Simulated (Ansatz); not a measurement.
**C₂H₈GeSi: a ladder of functionals and wavefunction methods**

An exercise on one series of results from a longer session: the logs are not shown, and one member is left open.

The runs use Ansatz 0.2.0, Gaussian basis; functionals in def2-TZVPP, the program's frozen cores in correlated methods.

Levels to be run: PBE-D4, r2SCAN-D4, PBE0-D4, B3LYP-D4, ωB97X-V, ωB97M-V, B2PLYP; CCSD(T)/def2-TZVPP; MP2/def2-QZVPP; extrapolation to the limit.

### The relaxed structure

An earlier PBE0-D4 in a triple-zeta def2 set relaxation fixed the geometry.

SMILES `C=C[SiH2][GeH3]`, 12 atoms, charge 0, spin multiplicity 1.

Atoms are counted from 1 here; the program's logs count them from 0.

Bond lengths: C1–C2 1.330 Å, C1–H5 1.086 Å, C1–H6 1.086 Å, C2–Si3 1.860 Å, C2–H7 1.089 Å, Si3–Ge4 2.382 Å, Si3–H8 1.489 Å, Si3–H9 1.490 Å, Ge4–H10 1.540 Å, Ge4–H11 1.539 Å, Ge4–H12 1.539 Å. Angles: C2–C1–H5 122.1°, C2–C1–H6 121.7°, H5–C1–H6 116.1°, C1–C2–Si3 123.3°, C1–C2–H7 118.2°, Si3–C2–H7 118.5°, C2–Si3–Ge4 110.6°, C2–Si3–H8 108.9°, C2–Si3–H9 110.6°, Ge4–Si3–H8 109.7°, Ge4–Si3–H9 108.2°, H8–Si3–H9 108.9°, Si3–Ge4–H10 110.5°, Si3–Ge4–H11 111.3°, Si3–Ge4–H12 110.7°, H10–Ge4–H11 108.0°, H10–Ge4–H12 107.9°, H11–Ge4–H12 108.3°.

The first run:

in.yaml reads:

```yaml
crystal:
  periodic: [false, false, false]
  atoms:
    - {symbol: C, position_ang: [-1.987289, 1.172561, 0.557289]}
    - {symbol: C, position_ang: [-0.749128, 0.806018, 0.877483]}
    - {symbol: Si, position_ang: [-0.019606, -0.841598, 0.415680]}
    - {symbol: Ge, position_ang: [1.769276, -0.561654, -1.132449]}
    - {symbol: H, position_ang: [-2.386935, 2.148283, 0.819411]}
    - {symbol: H, position_ang: [-2.658346, 0.509640, 0.018241]}
    - {symbol: H, position_ang: [-0.125015, 1.516861, 1.417395]}
    - {symbol: H, position_ang: [-1.083511, -1.684616, -0.195421]}
    - {symbol: H, position_ang: [0.513603, -1.535870, 1.621016]}
    - {symbol: H, position_ang: [2.851142, 0.363863, -0.546353]}
    - {symbol: H, position_ang: [2.430933, -1.908964, -1.472533]}
    - {symbol: H, position_ang: [1.262679, 0.070273, -2.440658]}
basis:
  gaussian: {orbitals: def2-TZVPP}
hamiltonian: {xc: pbe, dispersion: d4}
output: {forces: true, orbitals: {seedname: orbitals}}
```

Steps of the session up to this table: PBE-D4 (GGA); r2SCAN-D4 (meta-GGA); PBE0-D4 (hybrid); B3LYP-D4 (hybrid); ωB97X-V (range-separated); ωB97M-V (range-separated); B2PLYP (double hybrid); CCSD(T) in def2-TZVPP; MP2 in def2-QZVPP.

One of the session's tables, all rows but one given; the rest of the session is left out.

| method | atomisation energy (kcal/mol) |
| --- | --- |
| PBE-D4 | 964.7 |
| r2SCAN-D4 | 962.4 |
| PBE0-D4 | 957.5 |
| B3LYP-D4 | 960.1 |
| ωB97X-V | 964.8 |
| ωB97M-V | 959.1 |
| B2PLYP | 949.0 |
| HF/def2-TZVPP | ? |
| MP2/def2-TZVPP | 940.3 |
| CCSD/def2-TZVPP | 931.3 |
| CCSD(T)/def2-TZVPP | 942.5 |
| MP2/CBS | 960.3 |
| CCSD(T)/CBS | 962.4 |

Q: Estimate the row for HF/def2-TZVPP from the others.

As computed: atomisation energy (kcal/mol): 723.5. In the column «atomisation energy (kcal/mol)» it is the lowest.
